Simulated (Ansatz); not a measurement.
# Nb (fcc type): how the settings move a single-point run

Question: which choices in the input matter for Nb (fcc type)?

Program: Ansatz 0.2.0. Level of theory: reference: DFT, LDA, PAW with Ansatz's default frozen-core files, scalar-relativistic. These are calculated values, not measurements.

1 further run of the same task is left out (it didn't finish). Runs told in other sessions of the task aren't counted.

## Step 1: The system as given

The structure is cubic, space group Fm-3m (No. 225). The conventional cell has a = 4.026 Å, b = 4.026 Å, c = 4.026 Å, α = 90.00°, β = 90.00°, γ = 90.00°. Nb (site symmetry m-3m) has 12 Nb at 2.85 Å in its first shell of neighbours.

As a file:

```
CELL_PARAMETERS angstrom
0.00000 2.01308 2.01308
2.01308 0.00000 2.01308
2.01308 2.01308 0.00000
ATOMIC_POSITIONS crystal
Nb 0.00000 0.00000 0.00000
```

## Step 2: Baseline

File input.yaml:

```yaml
crystal:
  lattice:
    - [0.0, 2.0130774157, 2.0130774157]
    - [2.0130774157, 0.0, 2.0130774157]
    - [2.0130774157, 2.0130774157, 0.0]
  atoms:
    - { symbol: Nb, position: [0.0, 0.0, 0.0] }
kpoints:
  mp_grid: { grid: [18, 18, 18] }
scf:
  occupations: { method: fermi_dirac, width: 0.05 }
hamiltonian:
  xc: lda
  pseudopotentials: { kind: paw }
output:
  forces: true
  stress: true
  eigenvalues: true
  populations: true
```

Started as:

```console
> ansatz run input.yaml --threads 1 --pin off --max-ram 2048MiB --backend cpu --events-out ev --progress --plain --runs-dir out
```

## Step 3: Changing settings: mp_grid.shift [0.5, 0.5, 0.5]

Edit input.yaml of step 2 so:

```diff
@@ -8,3 +8,3 @@
 kpoints:
-  mp_grid: { grid: [18, 18, 18] }
+  mp_grid: { grid: [18, 18, 18], shift: [0.5, 0.5, 0.5] }
 scf:
```

Q: Predict the outcome of this session. Wanted: for each run, ending; energy change; pressure; gap; force.

As calculated:

```
                             run     ending  energy change  pressure (GPa)  gap (eV)  force (eV/Å)  cycles   time
                       reference  converged              0            17.6      0.00          0.00       6  2.8 s
1: mp_grid.shift [0.5, 0.5, 0.5]  converged  +0.3 meV/atom            17.5      0.00          0.00       6  7.9 s
```

Residual by cycle in the longest SCF loop of each run; runs are numbered as in the table. The quantity is the density residual dr2, in eV.

```
cycle  reference    run 1
    1    0.00238  0.00253
    2     5.1e-4   5.4e-4
    3     2.7e-6   2.6e-6
    4     1.7e-7   1.5e-7
    5     9.9e-9   8.1e-9
    6    6.4e-10  5.4e-10
```

**Reading.** Changing the k-point mesh leaves the energy as it was (+0.3 meV/atom). Cost: 7.9 s against 2.8 s. The structure is not at rest: the sound run finds 18 GPa, so these are no properties of the relaxed crystal. 
